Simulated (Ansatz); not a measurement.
# ZrGa3: how the settings move a single-point run

How sensitive is a single-point run of ZrGa3 to its settings? A reference run comes first, then one run with altered input.

Program: Ansatz 0.2.0. Level of theory: reference: DFT, PBEsol, PAW with Ansatz's default frozen-core files, scalar-relativistic. These are calculated values, not measurements.

## 1. The structure to begin with

It takes space group I4/mmm (No. 139, tetragonal). Conventional cell: a = 3.864 Å, b = 3.864 Å, c = 9.029 Å, α = 90.00°, β = 90.00°, γ = 90.00°. Zr (site symmetry 4/mmm) is surrounded by 12 Ga at 2.73 to 2.97 Å. Around Ga (site symmetry 4/mmm) lie 4 Zr at 2.73 Å and 8 Ga at 2.97 Å. Around Ga (site symmetry -4m2) lie 8 Ga at 2.73 to 2.97 Å and 4 Zr at 2.97 Å.

As a file:

```cif
data_structure
_symmetry_space_group_name_H-M 'P 1'
_symmetry_Int_Tables_number 1
_cell_length_a 5.2767
_cell_length_b 5.2767
_cell_length_c 5.2767
_cell_angle_alpha 137.050
_cell_angle_beta 137.050
_cell_angle_gamma 62.361
_cell_volume 67.39
loop_
_atom_site_label
_atom_site_type_symbol
_atom_site_fract_x
_atom_site_fract_y
_atom_site_fract_z
_atom_site_occupancy
Zr1 Zr 0.00000 0.00000 0.00000 1
Ga1 Ga 0.50000 0.50000 0.00000 1
Ga2 Ga 0.75000 0.25000 0.50000 1
Ga3 Ga 0.25000 0.75000 0.50000 1
```

## 2. Baseline

Input file input.yaml:

```yaml
crystal:
  lattice:
    - [-1.9317955445, 1.9317955445, 4.5144595964]
    - [1.9317955445, -1.9317955445, 4.5144595964]
    - [1.9317955445, 1.9317955445, -4.5144595964]
  atoms:
    - { symbol: Zr, position: [0.0, 0.0, 0.0] }
    - { symbol: Ga, position: [0.5, 0.5, 0.0] }
    - { symbol: Ga, position: [0.75, 0.25, 0.5] }
    - { symbol: Ga, position: [0.25, 0.75, 0.5] }
kpoints:
  mp_grid: { grid: [13, 13, 13] }
scf:
  occupations: { method: fermi_dirac, width: 0.05 }
hamiltonian:
  xc: pbesol
  pseudopotentials: { kind: paw }
output:
  forces: true
  stress: true
  eigenvalues: true
  populations: true
```

On the command line:

```console
$ ansatz run input.yaml --threads 1 --pin off --max-ram 3072MiB --backend cpu --events-out ev --progress --plain --runs-dir out
```

## 3. Changing settings: preconditioner resta, hubbard.sites [{species: Zr, l: d, u_eff: 8.0}], hubbard.double_counting fll

Edit input.yaml of step 2 so:

```diff
@@ -14,2 +14,3 @@
   occupations: { method: fermi_dirac, width: 0.05 }
+  mixing: { preconditioner: resta }
 hamiltonian:
@@ -17,2 +18,3 @@
   pseudopotentials: { kind: paw }
+  hubbard: { sites: [{ species: Zr, l: d, u_eff: 8.0 }], double_counting: fll }
 output:
```

Q: Predict the outcome of this session. Wanted: for each run, ending; energy change; pressure; gap; force.

**Answer**, as computed:

| run | ending | energy change | pressure (GPa) | gap (eV) | force (eV/Å) | cycles | time |
| --- | --- | --- | --- | --- | --- | --- | --- |
| reference | converged | 0 | 0.0 | 0.00 | 0.00 | 6 | 41 s |
| 1: preconditioner resta, hubbard.sites [{species: Zr, l: d, u_eff: 8.0}], hubbard.double_counting fll | converged | +2.13 eV/atom (U changed: no physical gain or loss) | 6.5 | 0.00 | 0.00 | 15 | 86 s |

Residual by cycle in the longest SCF loop of each run; runs are numbered as in the table. The quantity is the density residual dr2, in eV.

| cycle | reference | run 1 |
| --- | --- | --- |
| 1 | 0.00791 | 1.37 |
| 2 | 0.00197 | 0.112 |
| 4 | 9.4e-5 | 0.0354 |
| 5 | 1.4e-6 | 0.0206 |
| 6 | 4.2e-8 | 0.00373 |
| 7 | - | 5.4e-4 |
| 9 | - | 3.0e-5 |
| 10 | - | 3.2e-5 |
| 11 | - | 3.7e-6 |
| 12 | - | 1.7e-6 |
| 14 | - | 1.7e-6 |
| 15 | - | 1.1e-8 |

Changing the mixing and Hubbard U moves the energy by +2.13 eV/atom, and the pressure goes from 0.0 to 6.5 GPa. The U term adds an energy of its own, so the shift says nothing about which run is better. Cost: 15 SCF cycles against 6, 86 s against 41 s. A changed U is a change of model: its shifts are not errors of convergence.
